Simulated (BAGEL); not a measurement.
# CH3BrSi (SMILES C[Si]Br): B3LYP/cc-pVDZ (density fitting with qzvpp-jkfit)

What is the energy change on altering one bond length of CH3BrSi at B3LYP/cc-pVDZ (density fitting with qzvpp-jkfit)? 

The calculation is run with BAGEL 1.2.2.

3 further runs of the same task are left out: 2 that didn't finish, 1 set aside as unsound or not needed. Runs told in other sessions of the task aren't counted.

### Step 1. Starting point

The species is CH3BrSi (6 atoms), meant as a singlet with charge 0. SMILES: `C[Si]Br`. The shape is that of a PBE0-D4/def2-TZVP optimisation.

Bond lengths: C1–Si2 1.888 Å, Si2–Br3 2.264 Å, C1–H4 1.096 Å, C1–H5 1.093 Å, C1–H6 1.095 Å. Angles: C1–Si2–Br3 98.3°, Si2–C1–H4 110.1°, Si2–C1–H5 111.1°, Si2–C1–H6 110.6°, H4–C1–H5 108.9°, H4–C1–H6 106.8°, H5–C1–H6 109.1°.

### Step 2. A single-point energy at B3LYP/cc-pVDZ (density fitting with qzvpp-jkfit)

job.json

```json
{ "bagel": [

{
  "title": "molecule",
  "basis": "cc-pvdz.json",
  "df_basis": "qzvpp-jkfit",
  "angstrom": true,
  "geometry": [
    { "atom": "C", "xyz": [   -0.433600,    0.379100,   -0.206800 ] },
    { "atom": "Si", "xyz": [    0.012600,   -0.760500,    1.231000 ] },
    { "atom": "Br", "xyz": [    1.998300,   -1.515000,    0.446600 ] },
    { "atom": "H", "xyz": [    0.332000,    1.154200,   -0.325800 ] },
    { "atom": "H", "xyz": [   -1.402000,    0.859000,   -0.043400 ] },
    { "atom": "H", "xyz": [   -0.465200,   -0.180900,   -1.147800 ] }
  ]
},
{
  "title": "ks",
  "xc_func": "b3lyp"
},
{
  "title": "print",
  "file": "orbitals.molden",
  "orbitals": true
}

]}
```

The basis set cc-pVDZ is read from a file made from the Basis Set Exchange's data (not shown).

The run is started by

```bash
$ BAGEL_NUM_THREADS=1 BAGEL job.json > job.out
```

Log:

```text
* using 1 threads per process

  ===============================================================
  ===============================================================

  *** Geometry ***

  { "atom" : "C", "xyz" : [     -0.819385,      0.716395,     -0.390795 ] },
  { "atom" : "Si", "xyz" : [      0.023811,     -1.437137,      2.326253 ] },
  { "atom" : "Br", "xyz" : [      3.776240,     -2.862935,      0.843952 ] },
  { "atom" : "H", "xyz" : [      0.627389,      2.181122,     -0.615673 ] },
  { "atom" : "H", "xyz" : [     -2.649396,      1.623275,     -0.082014 ] },
  { "atom" : "H", "xyz" : [     -0.879101,     -0.341851,     -2.169028 ] },

  Number of auxiliary basis functions:      523

  Since a DF basis is specified, we compute 2- and 3-index integrals:
    o Being stored without compression. Storage requirement is 0.023 GB

  Number of basis functions:       74
  Number of electrons      :       58

    * METHOD: MOLECULE                             0.23

  *** Kohn-Sham DFT ***

    * Removing 10065 points whose weight is below 1.00e-10
    * Grid points: 79371

  === Nuclear Repulsion ===
   207.7225896496

       - DIIS with orbital gradients will be used.

  === KS iteration (b3lyp / cc-pvdz.json) ===
      0      -2860.48487302          0.07016723           0.27
      1      -2702.20279092          0.24590894           0.26
      2      -2803.68557231          0.09126156           0.26
      3      -2709.68929648          0.22764376           0.26
      4      -2713.31349410          0.22470086           0.25
      5      -2713.55800566          0.22457413           0.26
      6      -2714.40050093          0.22393623           0.26
      7      -2712.57064499          0.22428592           0.26
      8      -2752.13937556          0.11022227           0.26
      9      -2733.23089143          0.21054493           0.26
     10      -2879.79408025          0.10080458           0.26
     11      -2894.40126319          0.06876303           0.26
     12      -2902.98064937          0.02703766           0.26
     13      -2903.48809806          0.01570926           0.25
     14      -2903.45208293          0.01180862           0.26
     15      -2903.51118852          0.00908819           0.26
     16      -2903.58143830          0.00256555           0.25
     17      -2903.58523967          0.00082342           0.27
     18      -2903.58557374          0.00014732           0.26
     19      -2903.58558457          0.00003939           0.26
     20      -2903.58558525          0.00000555           0.26
     21      -2903.58558527          0.00000216           0.26
     22      -2903.58558527          0.00000064           0.26
     23      -2903.58558527          0.00000019           0.26
     24      -2903.58558527          0.00000008           0.26
     25      -2903.58558527          0.00000002           0.26
     26      -2903.58558527          0.00000001           0.25
    * SCF iteration converged.

    * Permanent dipole moment:
           (    0.529616,    -0.465646,     0.229489) a.u.

    * METHOD: KS                                   7.29

    * METHOD: PRINT                                0.01

  ===============================================================
```

It took 7.8 s on 1 thread of Arm Neoverse V2, shared host; peak memory 0.33 GiB.

### Step 3. The distorted shape at the same level

calc.json

```json
{ "bagel" : [

{
  "title" : "molecule",
  "basis" : "cc-pvdz.json",
  "df_basis" : "qzvpp-jkfit",
  "angstrom" : "true",
  "geometry" : [
    { "atom" : "C", "xyz" : [       0.341097,      -0.004809,      -0.337516 ] },
    { "atom" : "Si", "xyz" : [       0.787297,      -1.144409,       1.100284 ] },
    { "atom" : "Br", "xyz" : [       2.772997,      -1.898909,       0.315884 ] },
    { "atom" : "H", "xyz" : [       1.106697,       0.770291,      -0.456516 ] },
    { "atom" : "H", "xyz" : [      -1.402000,       0.859000,      -0.043400 ] },
    { "atom" : "H", "xyz" : [       0.309497,      -0.564809,      -1.278516 ] }
  ]
},

{
  "title" : "ks",
  "xc_func" : "b3lyp"
},

{
  "title" : "print",
  "file" : "orbitals.molden",
  "orbitals" : "true"
}

]}
```

The basis set cc-pVDZ is read from a file made from the Basis Set Exchange's data (not shown).

The run is started by

```bash
$ BAGEL_NUM_THREADS=1 BAGEL calc.json > calc.out
```

Log:

```text
* using 1 threads per process

  ===============================================================
  ===============================================================

  *** Geometry ***

  { "atom" : "C", "xyz" : [      0.644580,     -0.009088,     -0.637813 ] },
  { "atom" : "Si", "xyz" : [      1.487776,     -2.162620,      2.079235 ] },
  { "atom" : "Br", "xyz" : [      5.240205,     -3.588418,      0.596934 ] },
  { "atom" : "H", "xyz" : [      2.091354,      1.455639,     -0.862690 ] },
  { "atom" : "H", "xyz" : [     -2.649396,      1.623275,     -0.082014 ] },
  { "atom" : "H", "xyz" : [      0.584865,     -1.067334,     -2.416045 ] },

  Number of auxiliary basis functions:      523

  Since a DF basis is specified, we compute 2- and 3-index integrals:
    o Being stored without compression. Storage requirement is 0.023 GB

  Number of basis functions:       74
  Number of electrons      :       58

    * METHOD: MOLECULE                             0.23

  *** Kohn-Sham DFT ***

    * Removing 9216 points whose weight is below 1.00e-10
    * Grid points: 80220

  === Nuclear Repulsion ===
   204.8759463564

       - DIIS with orbital gradients will be used.

  === KS iteration (b3lyp / cc-pvdz.json) ===
      0      -2861.48132762          0.06929305           0.27
      1      -2705.24281830          0.27002145           0.27
      2      -2805.60188583          0.10071878           0.27
      3      -2713.79541043          0.24705449           0.27
      4      -2718.18490912          0.24257284           0.26
      5      -2718.46209315          0.24193680           0.27
      6      -2720.56845289          0.23786686           0.27
      7      -2719.36875204          0.22318409           0.27
      8      -2753.27846020          0.09699885           0.27
      9      -2728.22272520          0.21815750           0.27
     10      -2731.52074628          0.20594200           0.27
     11      -2837.41077334          0.16396683           0.27
     12      -2839.42328387          0.15535287           0.27
     13      -2774.04062073          0.22705115           0.27
     14      -2792.71302260          0.09983842           0.27
     15      -2884.83736959          0.08927657           0.26
     16      -2889.57097580          0.07385829           0.27
     17      -2891.29138967          0.09618638           0.27
     18      -2898.23465437          0.06865258           0.27
     19      -2898.55416339          0.06147866           0.27
     20      -2866.98973707          0.06539305           0.27
     21      -2886.23788471          0.13125621           0.27
     22      -2884.99846378          0.10125300           0.27
     23      -2890.38097185          0.11511002           0.27
     24      -2890.34239861          0.11435753           0.26
     25      -2886.22199387          0.11427872           0.27
     26      -2865.95711693          0.06221850           0.27
     27      -2883.49941328          0.10453872           0.26
     28      -2863.81330149          0.18291795           0.26
     29      -2843.55848101          0.17974361           0.26
     30      -2736.09959915          0.24885857           0.26
     31      -2735.30245141          0.23415304           0.27
     32      -2865.33458818          0.05931058           0.26
     33      -2721.48632339          0.25231286           0.26
     34      -2716.67287763          0.25189255           0.26
     35      -2714.40967793          0.24658867           0.28
     36      -2720.29148097          0.24540216           0.27
     37      -2723.13771914          0.24355910           0.27
     38      -2753.66915117          0.10463528           0.26
     39      -2879.62009238          0.08951436           0.27
     40      -2894.96154014          0.08464096           0.27
     41      -2898.58118317          0.05984121           0.26
     42      -2899.45852501          0.06787237           0.26
     43      -2898.40290415          0.06696925           0.26
     44      -2868.44584692          0.07182999           0.27
     45      -2890.13568719          0.10822731           0.26
     46      -2893.31995785          0.10128672           0.27
     47      -2890.60929257          0.10916196           0.26
     48      -2892.22813160          0.10155692           0.27
     49      -2882.03767325          0.10855247           0.26
     50      -2866.00036452          0.06079255           0.26
     51      -2882.00140235          0.10312149           0.26
     52      -2882.24999462          0.10333309           0.27
     53      -2882.16640244          0.10772743           0.26
     54      -2735.36239811          0.23074096           0.27
     55      -2736.37492425          0.23309166           0.26
     56      -2865.49955304          0.06140553           0.27
     57      -2736.25629417          0.22893457           0.27
     58      -2733.96590689          0.24156099           0.28
     59      -2715.61809569          0.24510765           0.27
     60      -2714.79427541          0.24609882           0.28
     61      -2714.73279879          0.24571493           0.27
     62      -2792.41158293          0.09989090           0.27
     63      -2741.80624179          0.16710928           0.27
     64      -2885.07773733          0.09220988           0.27
     65      -2895.70451412          0.05407653           0.27
     66      -2901.97934375          0.03954307           0.27
     67      -2902.09442653          0.03487709           0.26
     68      -2903.08060569          0.01936626           0.26
     69      -2903.34461911          0.01116663           0.27
     70      -2903.44826488          0.00488767           0.27
     71      -2903.46023267          0.00302588           0.27
     72      -2903.46400313          0.00125994           0.27
     73      -2903.46496767          0.00033533           0.26
     74      -2903.46507113          0.00002578           0.26
     75      -2903.46507162          0.00000784           0.26
     76      -2903.46507167          0.00000227           0.26
     77      -2903.46507167          0.00000138           0.26
     78      -2903.46507167          0.00000025           0.26
     79      -2903.46507167          0.00000012           0.27
     80      -2903.46507167          0.00000003           0.27
     81      -2903.46507167          0.00000002           0.26
     82      -2903.46507167          0.00000001           0.27
    * SCF iteration converged.

    * Permanent dipole moment:
           (    0.140156,    -0.223273,     0.216852) a.u.

    * METHOD: KS                                  22.44

    * METHOD: PRINT                                0.01

  ===============================================================
```

Run time: 23 s. Hardware: 1 thread of Arm Neoverse V2, shared host; peak memory 0.33 GiB.

### Step 4. Outcome

Level: B3LYP/cc-pVDZ (density fitting with qzvpp-jkfit).

| quantity | value |
| --- | --- |
| first shape: total energy | -2903.58559 Eh |
| first shape: dipole moment | 1.88 D |
| first shape: HOMO energy | -6.38 eV |
| first shape: LUMO energy | -2.72 eV |
| first shape: HOMO–LUMO gap | 3.66 eV |
| distorted shape: total energy | -2903.46507 Eh |
| distorted shape: dipole moment | 0.87 D |
| distorted shape: HOMO energy | -6.60 eV |
| distorted shape: LUMO energy | -2.87 eV |
| distorted shape: HOMO–LUMO gap | 3.73 eV |
| energy change with the C1–H5 bond stretched from 1.093 to 1.968 Å | 3.279 eV |

**Reading.** One bond (distorted shape) is far stretched, which a spin-restricted single reference describes badly; a broken-symmetry solution may lie lower. With the C1–H5 bond stretched from 1.093 to 1.968 Å the energy rises by 3.28 eV (76 kcal/mol). The first shape isn't relaxed at this level, so the change isn't measured from a minimum. A restricted reference can't describe the breaking bond well at this length.
